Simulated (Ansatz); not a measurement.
**CH₄AlFO: up Jacob's ladder to CCSD(T)**

An exercise on one series of results from a longer session: the logs are not shown, and one member is left open.

Program: Ansatz 0.2.0, Gaussian basis. Level of theory: functionals in def2-TZVPP, the program's frozen cores in correlated methods. These are calculated values, not measurements.

The runs, in order: LDA (SPW92), PBE-D4, revPBE-D4, BLYP-D4, r2SCAN-D4, B97M-V, PBE0-D4, B3LYP-D4, r2SCANh-D4, r2SCAN0-D4, HSE06-D4, BHLYP-D4, CAM-B3LYP-D4, LC-ωPBE, ωB97X-V, ωB97M-V, B2PLYP, PBE-QIDH; CCSD(T)/def2-SVP; CCSD(T)/def2-TZVPP; MP2/def2-QZVPP; extrapolation to the limit; RPA on PBE.

### The relaxed structure

All runs share one geometry, relaxed beforehand with PBE0-D4 in a triple-zeta def2 set.

SMILES `C[O][AlH][F]`, 8 atoms, charge 0, spin multiplicity 1.

Atoms are counted from 1 here; the program's logs count them from 0.

Bond lengths: C1–O2 1.399 Å, C1–H5 1.094 Å, C1–H6 1.096 Å, C1–H7 1.094 Å, O2–Al3 1.670 Å, Al3–F4 1.649 Å, Al3–H8 1.562 Å. Angles: O2–C1–H5 109.9°, O2–C1–H6 112.4°, O2–C1–H7 109.9°, H5–C1–H6 108.3°, H5–C1–H7 108.0°, H6–C1–H7 108.3°, C1–O2–Al3 138.4°, O2–Al3–F4 119.9°, O2–Al3–H8 120.2°, F4–Al3–H8 119.9°.

Set-up of the first run:

The input, in.yaml:

```yaml
crystal:
  periodic: [false, false, false]
  atoms:
    - {symbol: C, position_ang: [0.299196, 1.250078, -0.037436]}
    - {symbol: O, position_ang: [0.135208, 0.005570, 0.579439]}
    - {symbol: Al, position_ang: [-0.314675, -1.546953, 0.158632]}
    - {symbol: F, position_ang: [-0.714901, -1.892413, -1.403304]}
    - {symbol: H, position_ang: [1.331088, 1.593594, 0.084583]}
    - {symbol: H, position_ang: [0.072407, 1.218281, -1.108805]}
    - {symbol: H, position_ang: [-0.359619, 1.987988, 0.430736]}
    - {symbol: H, position_ang: [-0.356506, -2.673347, 1.240456]}
basis:
  gaussian: {orbitals: def2-TZVPP}
hamiltonian: {xc: lda}
output: {orbitals: {seedname: orbitals}}
```

Among the steps run: LDA; PBE-D4 (GGA); revPBE-D4 (GGA); BLYP-D4 (GGA); r2SCAN-D4 (meta-GGA); B97M-V (meta-GGA); PBE0-D4 (hybrid); B3LYP-D4 (hybrid); r2SCANh-D4 (hybrid); r2SCAN0-D4 (hybrid); HSE06-D4 (hybrid); BHLYP-D4 (hybrid); CAM-B3LYP-D4 (range-separated); LC-ωPBE-D4 (range-separated; the results give it without D4); ωB97X-V (range-separated); ωB97M-V (range-separated); B2PLYP (double hybrid); PBE-QIDH (double hybrid).

One table of the session follows, with a row left open; its other results are not shown here.

It belongs to the step «Frontier levels by functional». 

| functional | HOMO (eV) | gap (eV) |
| --- | --- | --- |
| LDA (SPW92) | -7.09 | 5.68 |
| PBE-D4 | -6.94 | 5.75 |
| revPBE-D4 | -6.88 | 5.78 |
| BLYP-D4 | -6.85 | 5.74 |
| r2SCAN-D4 | -7.25 | 6.47 |
| B97M-V | -7.36 | 6.28 |
| PBE0-D4 | -8.46 | 8.04 |
| B3LYP-D4 | -8.23 | 7.56 |
| r2SCANh-D4 | -7.82 | 7.29 |
| r2SCAN0-D4 | -8.69 | 8.52 |
| HSE06-D4 | ? | ? |
| BHLYP-D4 | -9.96 | 10.22 |
| CAM-B3LYP-D4 | -9.95 | 10.39 |
| LC-ωPBE | -11.32 | 12.91 |
| ωB97X-V | -10.96 | 12.42 |
| ωB97M-V | -10.89 | 11.99 |

Q: Estimate the row for HSE06-D4 from the others.

As computed: HOMO (eV): -8.06; gap (eV): 7.27. In the column «HOMO (eV)» it lies between B3LYP-D4 (-8.23) and r2SCANh-D4 (-7.82).
